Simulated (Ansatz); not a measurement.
# C3H5BrO: a ladder of functionals and wavefunction methods

Aim: compute C3H5BrO with functionals from several rungs and with coupled cluster. The yardstick is the atomisation energy at the CCSD(T) limit.

Program: Ansatz 0.2.0, Gaussian basis. Level of theory: functionals in def2-TZVPP, the program's frozen cores in correlated methods. These are calculated values, not measurements.

The runs, in order: PBE-D4, r2SCAN-D4, PBE0-D4, B3LYP-D4, ωB97X-V, ωB97M-V, B2PLYP; CCSD(T)/def2-TZVPP; MP2/def2-QZVPP; extrapolation to the limit.

### Step 1. The geometry

The geometry comes from an earlier relaxation with PBE0-D4 in a triple-zeta def2 set; it is a stationary point, not always the lowest conformer.

SMILES `O=CCCBr`, 10 atoms, charge 0, spin multiplicity 1.

Atoms are counted from 1 here; the program's logs count them from 0.

Bond lengths: O1–C2 1.197 Å, C2–C3 1.507 Å, C2–H6 1.113 Å, C3–C4 1.507 Å, C3–H7 1.091 Å, C3–H8 1.100 Å, C4–Br5 1.947 Å, C4–H9 1.089 Å, C4–H10 1.087 Å. Angles: O1–C2–C3 124.2°, O1–C2–H6 120.8°, C3–C2–H6 115.0°, C2–C3–C4 113.2°, C2–C3–H7 109.2°, C2–C3–H8 106.4°, C4–C3–H7 112.3°, C4–C3–H8 108.1°, H7–C3–H8 107.3°, C3–C4–Br5 111.1°, C3–C4–H9 112.1°, C3–C4–H10 112.2°, Br5–C4–H9 105.7°, Br5–C4–H10 106.1°, H9–C4–H10 109.2°.

### Step 2. PBE-D4 (GGA)

in.yaml reads:

```yaml
crystal:
  periodic: [false, false, false]
  atoms:
    - {symbol: O, position_ang: [-0.969940, -0.542023, 2.198124]}
    - {symbol: C, position_ang: [-0.903914, -0.277322, 1.032643]}
    - {symbol: C, position_ang: [0.296727, -0.560319, 0.167500]}
    - {symbol: C, position_ang: [0.457589, 0.423242, -0.963322]}
    - {symbol: Br, position_ang: [0.785229, 2.220072, -0.288673]}
    - {symbol: H, position_ang: [-1.768151, 0.181720, 0.501587]}
    - {symbol: H, position_ang: [1.186130, -0.617705, 0.796914]}
    - {symbol: H, position_ang: [0.137821, -1.558461, -0.267001]}
    - {symbol: H, position_ang: [-0.442018, 0.497712, -1.573200]}
    - {symbol: H, position_ang: [1.303625, 0.181784, -1.601573]}
basis:
  gaussian: {orbitals: def2-TZVPP}
hamiltonian: {xc: pbe, dispersion: d4}
output: {forces: true, orbitals: {seedname: orbitals}}
```

On the command line:

```
$ ansatz run in.yaml --threads 4 --pin off --events-out ev --progress --plain --max-ram 10444MiB
```

Further steps of the session: r2SCAN-D4 (meta-GGA); PBE0-D4 (hybrid); B3LYP-D4 (hybrid); ωB97X-V (range-separated); ωB97M-V (range-separated); B2PLYP (double hybrid); CCSD(T) in def2-TZVPP; MP2 in def2-QZVPP.

Before running them: what should the planned runs give, taken together? Wanted: atomisation energy, CCSD(T)/CBS; farthest; mean size of error, hybrid; mean size of error, range-separated; gap, smallest and largest; T1 diagnostic; triples share of the correlation energy.

**Answer**, as computed:

| quantity | value |
| --- | --- |
| atomisation energy, CCSD(T)/CBS | 3926.2 kJ/mol |
| functionals within 39.3 kJ/mol (1.0 %) | r2SCAN-D4, PBE0-D4, B3LYP-D4, ωB97X-V, ωB97M-V |
| farthest | PBE-D4 (+121.1 kJ/mol) |
| mean size of error, hybrid | 19.1 kJ/mol |
| mean size of error, range-separated | 1.3 kJ/mol |
| gap, smallest and largest | 3.86 eV (PBE-D4), 11.50 eV (ωB97X-V) |
| T1 diagnostic | 0.0112 |
| triples share of the correlation energy | 3.9 % |

What this shows: PBE-D4 misses by +121.1 kJ/mol. Double hybrids carry the basis error of their MP2 part in triple zeta, and no dispersion term here, so their miss is partly the set-up's. The reference freezes the cores and leaves out relativity and excitations past (T), and its outer-core shells are covered unevenly, so misses under about 39.3 kJ/mol can't be ranked. All levels share the lack of spin-orbit coupling, which lowers the free heavy atoms and so the true binding. Hartree-Fock recovers 72 % of the binding; the rest is correlation. The gap grows from 3.9 to 11.5 eV across the functionals, mostly with the share of exact exchange. Correlated methods include outer-core shells of Br, which these sets cover unevenly.
